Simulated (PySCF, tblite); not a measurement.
**C₃H₅BCl₂Se: geometry, infrared bands and NMR shifts**

What infrared bands and NMR shifts should C₃H₅BCl₂Se (`C[Se]/C=C/B(Cl)Cl`) show?

The runs use tblite 0.8.0 and PySCF 2.14.0, with density-fitted response routines of our own; the level of theory stands in each step. All values are computed, except where a source is named. Atoms are numbered from 0 throughout.

**1. The molecule as given**

12 atoms, charge 0, multiplicity 1; geometry from: force field or distance geometry start.

Bonds of the start (Å): C0–Se1 1.92, Se1–C2 1.92, C2–C3 1.32, C3–B4 1.55, B4–Cl5 1.85, B4–Cl6 1.85, C0–H7 1.11, C0–H8 1.10, C0–H9 1.12, C2–H10 1.10, C3–H11 1.10.

**2. Geometry optimisation with GFN2-xTB**

The job: settings as JSON, then the geometry in Å.

```
{"job": {"kind": "relax", "xc": "GFN2-xTB", "basis": "xTB"}, "charge": 0, "multiplicity": 1}
C     -2.569100    -0.123400     0.041900
Se    -1.251600    -1.418900     0.572700
C      0.464400    -0.727200     0.058700
C      1.169600     0.117000     0.789000
B      2.548700     0.628800     0.295200
Cl     2.593000     2.273600    -0.551500
Cl     3.856200    -0.569400    -0.216500
H     -2.624600     0.687400     0.800000
H     -2.319500     0.354400    -0.920700
H     -3.558100    -0.649600     0.011800
H      0.886600    -1.015500    -0.919000
H      0.805500     0.442200     1.777100
```

Started as:

```sh
$ OMP_NUM_THREADS=1 python probes_run.py task.json out
```

The driver reads the jobs from task.json and runs them one after another.

Standard output:

```text
step      E/eV     max force
  0    -611.48367    2.263
  1    -611.69824    1.505
  2    -611.87452    0.916
  3    -611.90642    0.629
  4    -611.92921    0.356
  5    -611.93704    0.326
  6    -611.94895    0.299
  7    -611.95656    0.277
  8    -611.96529    0.337
  9    -611.97454    0.325
 10    -611.98564    0.307
 11    -611.99533    0.356
 12    -612.00363    0.288
 13    -612.01048    0.316
 14    -612.01665    0.296
 15    -612.02281    0.217
 16    -612.02826    0.221
 17    -612.03279    0.187
 18    -612.03725    0.182
 19    -612.04101    0.129
 20    -612.04349    0.124
 21    -612.04541    0.113
 22    -612.04723    0.120
 23    -612.04919    0.142
 24    -612.05093    0.099
 25    -612.05211    0.081
 26    -612.05305    0.080
 27    -612.05426    0.125
 28    -612.05570    0.127
 29    -612.05697    0.098
 30    -612.05804    0.095
 31    -612.05936    0.113
 32    -612.06170    0.199
 33    -612.06581    0.268
 34    -612.07154    0.260
 35    -612.07804    0.209
 36    -612.08508    0.207
 37    -612.09287    0.270
 38    -612.10357    0.351
 39    -612.11539    0.443
 40    -612.10870    0.695
 41    -612.13354    0.486
 42    -612.13865    0.219
 43    -612.14533    0.177
 44    -612.15324    0.291
 45    -612.16037    0.197
 46    -612.16849    0.218
 47    -612.17825    0.293
 48    -612.18654    0.353
 49    -612.19613    0.277
 50    -612.20596    0.335
 51    -612.21867    0.577
 52    -612.23144    0.520
 53    -612.25457    0.324
 54    -612.26880    0.409
 55    -612.27847    0.286
 56    -612.28346    0.183
 57    -612.28615    0.150
 58    -612.28888    0.163
 59    -612.29242    0.159
 60    -612.29477    0.149
 61    -612.29871    0.192
 62    -612.30312    0.208
 63    -612.30947    0.281
 64    -612.31741    0.325
 65    -612.32581    0.297
 66    -612.33330    0.358
 67    -612.34028    0.309
 68    -612.34785    0.295
 69    -612.35648    0.309
 70    -612.36150    0.383
 71    -612.37072    0.275
 72    -612.37800    0.278
 73    -612.39746    0.305
 74    -612.41213    0.418
 75    -612.44666    0.623
 76    -612.46484    0.304
 77    -612.45826    0.514
 78    -612.48262    0.387
 79    -612.48619    0.345
 80    -612.49377    0.184
 81    -612.49788    0.188
 82    -612.50149    0.166
 83    -612.50458    0.119
 84    -612.50591    0.136
 85    -612.50772    0.094
 86    -612.50965    0.098
 87    -612.51059    0.115
 88    -612.51156    0.081
 89    -612.51262    0.088
 90    -612.51371    0.102
 91    -612.51517    0.110
 92    -612.51696    0.104
 93    -612.51874    0.096
 94    -612.52017    0.116
 95    -612.52150    0.109
 96    -612.52330    0.128
 97    -612.52604    0.170
 98    -612.52957    0.163
 99    -612.53281    0.147
100    -612.53499    0.114
101    -612.53589    0.076
102    -612.53642    0.060
103    -612.53676    0.049
104    -612.53713    0.045
105    -612.53731    0.050
106    -612.53752    0.029
107    -612.53762    0.025
108    -612.53771    0.025
109    -612.53784    0.031
110    -612.53805    0.038
111    -612.53828    0.036
112    -612.53845    0.022
113    -612.53853    0.021
114    -612.53856    0.016
115    -612.53859    0.010
```

Run time: 0.73 s. Hardware: 1 thread of Arm Neoverse V2, shared host; peak memory 0.18 GiB.

The steps of the relaxation: (not every step is listed)

```csv
step,energy from step 0 (eV),largest force (eV/Å)
0,0.0000,2.2630
1,-0.2146,1.5045
2,-0.3909,0.9156
3,-0.4228,0.6290
4,-0.4455,0.3560
5,-0.4534,0.3260
6,-0.4653,0.2987
7,-0.4729,0.2768
8,-0.4816,0.3372
18,-0.5536,0.1820
28,-0.5720,0.1267
38,-0.6199,0.3512
48,-0.7029,0.3534
58,-0.8052,0.1634
68,-0.8642,0.2955
78,-0.9990,0.3871
88,-1.0279,0.0806
98,-1.0459,0.1634
108,-1.0540,0.0255
110,-1.0544,0.0385
111,-1.0546,0.0359
112,-1.0548,0.0224
113,-1.0549,0.0214
114,-1.0549,0.0160
115,-1.0549,0.0100
```

Close pairs (by a distance rule), those that changed most:

```csv
bond,before (Å),after (Å),change (Å)
B4–Cl5,1.850,1.729,-0.122
B4–Cl6,1.846,1.729,-0.117
Se1–C2,1.920,1.860,-0.060
C0–H9,1.121,1.087,-0.034
C0–Se1,1.922,1.951,+0.029
C2–C3,1.320,1.346,+0.026
C0–H7,1.111,1.087,-0.024
C2–H10,1.103,1.083,-0.020
```

The next job starts from the end point, and lists it.

**3. Infrared spectrum with GFN2-xTB**

The job: settings as JSON, then the geometry in Å.

```
{"job": {"kind": "ir", "xc": "GFN2-xTB", "basis": "xTB"}, "charge": 0, "multiplicity": 1}
C     -2.326796    -0.055336     0.275927
Se    -1.296635    -1.672382    -0.086018
C      0.442862    -1.014711    -0.066643
C      0.844991     0.255642     0.126023
B      2.314215     0.689955     0.132650
Cl     2.726730     2.352564     0.366437
Cl     3.598358    -0.446879    -0.086108
H     -1.993313     0.378243     1.215305
H     -2.201163     0.647588    -0.543675
H     -3.369283    -0.352083     0.353084
H      1.169889    -1.799399    -0.235297
H      0.091343     1.016111     0.287008
```

Standard output:

```text
mode    cm-1     km/mol
  1      40.3      1.41
  2      82.8      1.43
  3      95.3      0.95
  4     149.6      1.80
  5     167.9      0.27
  6     203.4      0.11
  7     217.4      0.15
  8     305.5      2.66
  9     321.0      4.75
 10     422.4     13.82
 11     553.4     34.49
 12     572.8     20.03
 13     667.3     84.22
 14     719.4      8.07
 15     786.1     64.22
 16     872.3      9.69
 17     875.4     17.43
 18     974.0     17.98
 19    1086.3    396.76
 20    1178.1     29.71
 21    1270.6     10.94
 22    1284.4      5.70
 23    1428.4      8.75
 24    1430.1      7.03
 25    1531.7    732.92
 26    3008.8      0.84
 27    3021.1      6.76
 28    3032.9      9.06
 29    3036.9      1.98
 30    3059.0     17.40
```

Run time: 0.35 s. Hardware: 1 thread of Arm Neoverse V2, shared host; peak memory 0.18 GiB.

Which atoms move in the most intense modes:

```csv
cm⁻¹,km/mol,atoms
553,34.5,"C3 31 %, Cl6 22 %, B4 21 %, Cl5 10 %"
573,20.0,"C0 72 %, Se1 15 %"
667,84.2,"C2 45 %, B4 25 %"
786,64.2,"B4 60 %, C2 17 %"
974,18.0,"H11 49 %, H10 42 %"
1086,396.8,"B4 60 %, C3 25 %, H11 11 %"
1178,29.7,"H10 60 %, H11 23 %"
1532,732.9,"C3 52 %, C2 44 %"
```

**4. Nuclear shieldings: PBE0/pcSseg-1**

Same as in step 3 but for these lines:

```diff
@@ -1,2 +1,2 @@
-{"job": {"kind": "ir", "xc": "GFN2-xTB", "basis": "xTB"}, "charge": 0, "multiplicity": 1}
+{"job": {"kind": "nmr", "xc": "PBE0", "basis": "pcSseg-1"}, "charge": 0, "multiplicity": 1}
 C     -2.326796    -0.055336     0.275927
```

Method: GIAO PBE0/pcSseg-1 NMR shielding, non-relativistic, gas phase.

Standard output:

```text
coarse grid: 53048 points
cycle   1  E = -3463.0832195177  dE = -1.823e-01  |g| = 7.604e-01  |ddm| = 3.409e+00
cycle   2  E = -3463.0684706371  dE =  1.475e-02  |g| = 6.272e-01  |ddm| = 7.997e-01
cycle   3  E = -3463.1216338652  dE = -5.316e-02  |g| = 1.838e-01  |ddm| = 6.316e-01
cycle   4  E = -3463.1292853776  dE = -7.652e-03  |g| = 6.765e-02  |ddm| = 2.467e-01
cycle   5  E = -3463.1305113935  dE = -1.226e-03  |g| = 1.306e-02  |ddm| = 6.815e-02
cycle   6  E = -3463.1305573026  dE = -4.591e-05  |g| = 3.173e-03  |ddm| = 1.496e-02
cycle   7  E = -3463.1305594410  dE = -2.138e-06  |g| = 1.473e-03  |ddm| = 4.002e-03
final grid: 108264 points
cycle   8  E = -3463.1305107008  dE =  7.370e-07  |g| = 2.222e-03  |ddm| = 3.568e-03
cycle   9  E = -3463.1305084863  dE =  2.215e-06  |g| = 3.610e-03  |ddm| = 5.344e-03
cycle  10  E = -3463.1305120437  dE = -3.557e-06  |g| = 2.604e-04  |ddm| = 3.339e-03
cycle  11  E = -3463.1305120615  dE = -1.775e-08  |g| = 3.283e-05  |ddm| = 2.285e-04
cycle  12  E = -3463.1305120618  dE = -3.147e-10  |g| = 1.422e-05  |ddm| = 5.525e-05
converged SCF energy = -3463.1305120618

GIAO shielding tensors (ppm)
atom      isotropic    diamagn.    paramagn.     s11        s22        s33       span
  0 C      172.543     248.975     -76.431    165.677    166.152    185.802     20.125
  1 Se    1480.208    2996.696   -1516.488   1063.434   1473.737   1903.452    840.018
  2 C       10.545     255.408    -244.863   -113.122     -2.494    147.252    260.373
  3 C       53.594     257.016    -203.422    -55.456     52.162    164.076    219.532
  4 B       53.212     190.346    -137.134     30.999     42.764     85.872     54.873
  5 Cl     718.286    1146.505    -428.219    482.334    784.127    888.396    406.062
  6 Cl     755.745    1146.628    -390.883    495.473    808.815    962.946    467.472
  7 H       29.368      30.138      -0.770     24.288     26.712     37.103     12.815
  8 H       29.346      30.186      -0.839     24.257     26.384     37.399     13.142
  9 H       29.658      27.878       1.780     23.888     26.648     38.437     14.549
 10 H       23.270      31.117      -7.847     18.833     19.949     31.028     12.195
 11 H       25.463      34.252      -8.789     20.525     21.966     33.898     13.373
```

It took 38 s on 1 thread of Arm Neoverse V2, shared host; peak memory 0.82 GiB.

The references, computed at this level on geometries of the same kind, shield at (ppm): ¹H TMS 31.72, ¹³C TMS 186.9, ¹¹B BF3·OEt2 100.1, ⁷⁷Se Me2Se 1758, ³⁵Cl HCl 950. Their shielding less the atom's gives the shift. The references are single molecules in the gas phase. Atoms listed in one row are averaged.

```csv
atoms,environment,σ (ppm),δ (ppm)
C2,alkene CH,10.5,176.4
C3,alkene CH,53.6,133.3
C0,methyl carbon bonded to Se,172.5,14.4
H10,hydrogen on an alkene CH,23.27,8.45
H11,hydrogen on an alkene CH,25.46,6.25
"H7, H8, H9",hydrogen on a methyl carbon bonded to Se,29.46,2.26
Se1,selenium bonded to 2 C,1480,278
B4,"boron bonded to C, 2 Cl",53.2,46.9
"Cl5, Cl6",chlorine bonded to B,737,213
```

Charges from the same density, by scheme (e):

```csv
atoms,Mulliken,IAO,Hirshfeld,ESP fit
C0,-0.37,-0.55,-0.12,-0.51
Se1,0.04,0.29,0.11,0.03
C2,-0.21,-0.23,-0.05,-0.33
C3,-0.31,-0.34,-0.17,0.00
B4,0.49,0.11,0.14,0.14
"Cl5, Cl6",-0.20,-0.06,-0.07,-0.12
```

Mayer bond orders: C0–Se1 1.03, Se1–C2 1.16, C2–C3 1.70, C3–B4 1.08, B4–Cl5 1.11, B4–Cl6 1.12.

Orbitals, density, ELF and potential are computed afterwards from the orbital file.

Frontier orbitals at PBE0/pcSseg-1, with the share of their density that lies nearest to each atom:

```csv
orbital,energy (eV),lies on
HOMO,-6.73,Se1 57 %; C3 20 %
LUMO,-1.94,B4 33 %; C2 26 %; Se1 10 %
```

ELF in a plane through or near 10 of the atoms.

Ten even steps from ' ' (0.00) to '@' (1.00):
```
                                                        
                                                        
          ..::------..                                  
        ::++**####**==..                                
      ::++%%%%%%@@%%**..                                
      ==##%%::##--%%==    ==::                          
      ==##%%--::++**..  ++@@%%      ....                
        --**##%%%%==..::@@@@@@..  --==--::::--          
            ----::::%%**##@@@@  ..++++::##@@@@##        
    ..--====**--##::@@----**::  ::++--==%%@@@@@@..      
    ==##%%####%%====%%--==##::..--##**==@@@@@@@@..      
    ==##@@::==****..::++%%++**++==++%%**==##%%==        
    --**%%--..####  ..**==++%%++++##::==..              
    ..==##%%%%@@**  ++@@@@%%**--**==::**--              
      ..--##%%##--  %%@@@@%%::==::::++##++..            
          ::----    ++@@@@--  --##%%%%##==..            
                    ..==--    ..==****==::              
                                ..::::..                
                                                        
                                                        
```
The map spans 12.2 Å across and 9.2 Å up, centred on the molecule. Atoms in the plane (x, y in Å): C0 (2.3, 0.3), Se1 (1.5, -1.5), C2 (-0.3, -1.1), C3 (-0.9, 0.1), B4 (-2.4, 0.4), Cl5 (-3.0, 2.0), Cl6 (-3.5, -0.9), H9 (3.4, 0.1), H10 (-0.9, -2.0), H11 (-0.2, 1.0).

log10 of the density (e/Å³) in the same plane.

Ten even steps from '0' (-4.0) to '9' (2.0):
```
0000001110000000000000000000
0000122222100000000000000000
0002234443321000000000000000
0012345554331100000000000000
0023456665432211111111000000
0123567976543332233322100000
0123567876544543344443210000
0123456666556654455554321000
0123455676667754566666532100
0234456687678654568977542100
1234566666677655566666542100
1245678665567766666655432000
1235678654567866897644320000
1234566654567666897643210000
0123455544566656676543200000
0012333333445444555433200000
0001222222233333444332100000
0000011101122222333221000000
0000000000000001111100000000
0000000000000000111110000000
```
The map spans 12.2 Å across and 9.2 Å up, centred on the molecule. Atoms in the plane (x, y in Å): C0 (2.3, 0.3), Se1 (1.5, -1.5), C2 (-0.3, -1.1), C3 (-0.9, 0.1), B4 (-2.4, 0.4), Cl5 (-3.0, 2.0), Cl6 (-3.5, -0.9), H9 (3.4, 0.1), H10 (-0.9, -2.0), H11 (-0.2, 1.0).

On the surface of density 0.002 e/bohr³ the electrostatic potential runs, from the 1st to the 99th percentile, from -0.63 V near Cl5 to 1.29 V near H9.

**5. Outcome**

| quantity | value |
| --- | --- |
| strongest single infrared mode (GFN2-xTB) | 1532 cm⁻¹, 733 km/mol |
| zero-point energy (GFN2-xTB) | 46.3 kcal/mol |
| ¹³C shifts against TMS (PBE0/pcSseg-1) | 176.4, 133.3, 14.4 ppm |
| ¹H shifts against TMS (PBE0/pcSseg-1, means over atoms taken as alike) | 8.45, 6.25, 2.26 ppm |
| ⁷⁷Se shifts against Me2Se (PBE0/pcSseg-1) | 278 ppm |
| ¹¹B shifts against BF3·OEt2 (PBE0/pcSseg-1) | 46.9 ppm |
| ³⁵Cl shifts against HCl (PBE0/pcSseg-1, means over atoms taken as alike) | 213 ppm |
| surface potential, 1st and 99th percentile | -0.63 V and 1.29 V |

What this shows: Over 115 steps the energy fell by 1.055 eV; of the close pairs, B4–Cl5 changed most, 1.850 to 1.729 Å. No mode is imaginary among the 30: a minimum at this level. The strongest single mode, at 1532 cm⁻¹, moves mainly C3 and C2. Unscaled tight-binding wavenumbers are off by several per cent, some by more. Its intensities can rank the bands wrongly. At PBE0/pcSseg-1: Shielding is most anisotropic at Se1 (span 840 ppm, paramagnetic term -1516 ppm). By nearest atom (PBE0/pcSseg-1), the HOMO sits on Se1 57 %; C3 20 % and the LUMO on B4 33 %; C2 26 %. Spin-orbit coupling is left out, which matters for shieldings and couplings at and beside the heavy atoms.
